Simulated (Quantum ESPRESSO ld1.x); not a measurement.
# Re¹¹⁺ in [Kr] 4d10 4f14 5s2 5p2: an all-electron calculation

What are the levels of the rhenium ion Re11+, how large are its shells, and how does its energy divide?

Method: Dirac Kohn-Sham, LDA (Slater exchange, Perdew-Zunger correlation), spin-unpolarised, spherical densities, point nucleus; open shells fill j = l - 1/2 first. Code: Quantum ESPRESSO ld1.x 7.5.

## 1. Starting point

* element: rhenium (Z = 75)
* charge: +11
* electrons: 64
* configuration: [Kr] 4d10 4f14 5s2 5p2

## 2. Self-consistent calculation

File ld1.in:

```fortran
 &input
    zed=75.0,
    iswitch=1,
    rel=2,
    dft='PZ',
    config='[Kr] 4d10 4f14 5s2 5p2 6s0 5d0',
    rel_dist='energy',
    verbosity='high',
    lsmall=.true.,
    prefix='ld1',
    max_out_wfc=37,
    file_charge='ld1.rho',
 /
```

Q: Predict the outcome of this run.

The runs gave:

| quantity | value |
| --- | --- |
| total energy | -16671.72 hartree |
| exchange-correlation share of it | 1.90 % |
| −T/E | 1.1312 |
| highest occupied level | 4f7/2, -227.12 eV |
| most extended occupied level | 5p1/2, <r> = 1.03 bohr |
| radius at density 0.001 e/bohr³ | 2.15 bohr |
| maxima of the radial density | 4 |
| ionisation energy, NIST | 236 (theory) eV |

**Reading.** 5 principal shells are occupied and 4 maxima appear in the radial density; where shells overlap, one shows as a shoulder or not at all. −T/E is 1.131: with relativity the kinetic term as defined here no longer equals −E. The top level binds by 227.12 eV, 96 % of the NIST ionisation energy of 236 eV. Spin polarisation and multiplet splitting are left out.
